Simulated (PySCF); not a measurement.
# C₄H₄FNO₂S: reorganisation energies

Computed with PySCF 2.14.0 and routines of our own; the level stands in each step. Atoms count from 0.

### Step 1. The system as given

13 atoms, charge 0, multiplicity 1; geometry from: GFN2-xTB.

### Step 2. Geometry optimisation at PBE/def2-SV(P)

Job settings and geometry (Å):

```
{"job": {"xc": "PBE", "basis": "def2-SV(P)", "grid": 1, "kind": "geom"}, "charge": 0, "multiplicity": 1}
N      2.207033     0.072661     0.056877
C      0.842534    -0.017664     0.019595
C      0.097295    -1.088760    -0.291156
F      0.540914    -2.326560    -0.555819
S     -1.658052    -0.674091    -0.284404
O     -2.339503    -1.334482     0.789888
O     -2.232243    -0.749399    -1.594610
C     -1.288061     1.033749     0.151317
C      0.023665     1.177425     0.255758
H      2.608035     0.822806     0.594221
H      2.718173    -0.794848     0.060446
H     -2.048827     1.775971     0.282598
H      0.524648     2.103679     0.497561
```

Command:

```sh
$ OMP_NUM_THREADS=1 python excited_run.py task.json out
```

One launch serves the whole session: the jobs run in the order shown.

**Question.** How long does this first job take on 1 thread of Arm Neoverse V2, shared host, and how much memory does it need?

About 74 s, with a peak of 0.59 GiB.
